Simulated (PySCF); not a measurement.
# ClGeH5OSi: the cost of one run

The runs use PySCF 2.14.0, with density-fitted response routines of our own; the level of theory stands in each step. All values are computed, except where a source is named. Atoms count from 0, in the outputs and in this text.

## (1) Starting geometry

9 atoms, charge 0, multiplicity 1; geometry from: GFN2-xTB. The atoms were then displaced at random by about 0.01 Å, so the start is not that level's minimum.

Bonds of the start (Å): Cl0–Si1 1.98, Si1–O2 1.63, O2–Ge3 1.69, Si1–H4 1.45, Si1–H5 1.45, Ge3–H6 1.50, Ge3–H7 1.50, Ge3–H8 1.48.

## (2) Optimising the geometry at PBE0-D3(BJ)/def2-SVP

Job settings and geometry (Å):

```
{"job": {"xc": "PBE0", "basis": "def2-SVP", "d3": "d3bj", "grid": 1, "shake": 0.01, "kind": "geom"}, "charge": 0, "multiplicity": 1}
Cl     1.519960     2.023380    -0.360260
Si     1.587500     0.067220    -0.046170
O      0.088240    -0.505830     0.230860
Ge    -1.576570    -0.243270     0.072600
H      2.330820    -0.198800     1.169580
H      2.097070    -0.570300    -1.249110
H     -1.892780     1.129930     0.585470
H     -2.163700    -1.327020     0.924100
H     -1.932720    -0.392470    -1.360800
```

Started as:

```bash
$ OMP_NUM_THREADS=1 python probes_run.py task.json out
```

One launch serves the whole session: the jobs run in the order shown.

Q: Estimate the wall time and peak memory of this first job on 1 thread of Arm Neoverse V1, shared host.

About 57 s, with a peak of 0.44 GiB.
